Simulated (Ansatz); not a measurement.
**ClHOZn: up Jacob's ladder to CCSD(T)**

The task here is to estimate one member of a computed series from the others.

Method: functionals in def2-TZVPP, the program's frozen cores in correlated methods; program: Ansatz 0.2.0, Gaussian basis.

Plan: LDA (SPW92), PBE-D4, revPBE-D4, BLYP-D4, r2SCAN-D4, B97M-V, PBE0-D4, B3LYP-D4, r2SCANh-D4, r2SCAN0-D4, HSE06-D4, BHLYP-D4, CAM-B3LYP-D4, LC-ωPBE, ωB97X-V, ωB97M-V, B2PLYP, PBE-QIDH; CCSD(T)/def2-SVP; CCSD(T)/def2-TZVPP; MP2/def2-QZVPP; extrapolation to the limit; RPA on PBE.

### The geometry

The geometry comes from an earlier relaxation with PBE0-D4 in a triple-zeta def2 set; it is a stationary point.

SMILES `[OH][Zn][Cl]`, 4 atoms, charge 0, spin multiplicity 1.

Atoms are counted from 1 here; the program's logs count them from 0.

Bond lengths: O1–Zn2 1.766 Å, O1–H4 0.959 Å, Zn2–Cl3 2.083 Å. Angles: Zn2–O1–H4 115.4°, O1–Zn2–Cl3 176.1°.

Geometry (Å):

```
O    -0.7160    0.8854   -0.6207
Zn    0.4413   -0.1555    0.2143
Cl    1.8972   -1.2765    1.1961
H    -1.5671    0.4863   -0.8100
```

The first run:

The input, in.yaml:

```yaml
crystal:
  periodic: [false, false, false]
  atoms:
    - {symbol: O, position_ang: [-0.716009, 0.885443, -0.620729]}
    - {symbol: Zn, position_ang: [0.441337, -0.155457, 0.214331]}
    - {symbol: Cl, position_ang: [1.897245, -1.276547, 1.196122]}
    - {symbol: H, position_ang: [-1.567074, 0.486261, -0.810025]}
basis:
  gaussian: {orbitals: def2-TZVPP}
hamiltonian: {xc: lda}
output: {orbitals: {seedname: orbitals}}
```

Steps of the session up to this table: LDA; PBE-D4 (GGA); revPBE-D4 (GGA); BLYP-D4 (GGA); r2SCAN-D4 (meta-GGA); B97M-V (meta-GGA); PBE0-D4 (hybrid); B3LYP-D4 (hybrid); r2SCANh-D4 (hybrid); r2SCAN0-D4 (hybrid); HSE06-D4 (hybrid); BHLYP-D4 (hybrid); CAM-B3LYP-D4 (range-separated); LC-ωPBE-D4 (range-separated; the results give it without D4); ωB97X-V (range-separated); ωB97M-V (range-separated); B2PLYP (double hybrid); PBE-QIDH (double hybrid).

One table of the session follows, with a row left open; its other results are not shown here.

It belongs to the step «Orbital energies across the functionals». 

```
  functional  HOMO (eV)  LUMO (eV)  gap (eV)
 LDA (SPW92)      -7.26      -2.52      4.74
      PBE-D4      -7.02      -2.26      4.76
   revPBE-D4      -6.94      -2.15      4.79
     BLYP-D4      -6.92      -2.26      4.66
   r2SCAN-D4      -7.36      -1.94      5.42
      B97M-V      -7.41      -2.15      5.26
     PBE0-D4      -8.62      -1.34      7.28
    B3LYP-D4          ?          ?         ?
  r2SCANh-D4      -7.96      -1.61      6.35
  r2SCAN0-D4      -8.87      -1.15      7.72
    HSE06-D4      -8.21      -1.71      6.50
    BHLYP-D4     -10.11      -0.61      9.49
CAM-B3LYP-D4     -10.11      -0.49      9.62
     LC-ωPBE     -11.49       0.82     12.31
     ωB97X-V     -11.12       0.63     11.75
     ωB97M-V     -11.03       0.34     11.37
```

Estimate the missing values for B3LYP-D4.

Worked estimate for «HOMO (eV)». Against the share of exact exchange, BLYP-D4 (0, -6.92), BHLYP-D4 (0.5, -10.11) give a slope of -6.38 per unit share; at 0.2 the line stands at -8.20.

**Answer.** HOMO (eV): -8.36; LUMO (eV): -1.70; gap (eV): 6.66. In «HOMO (eV)» the line misses by +0.16.
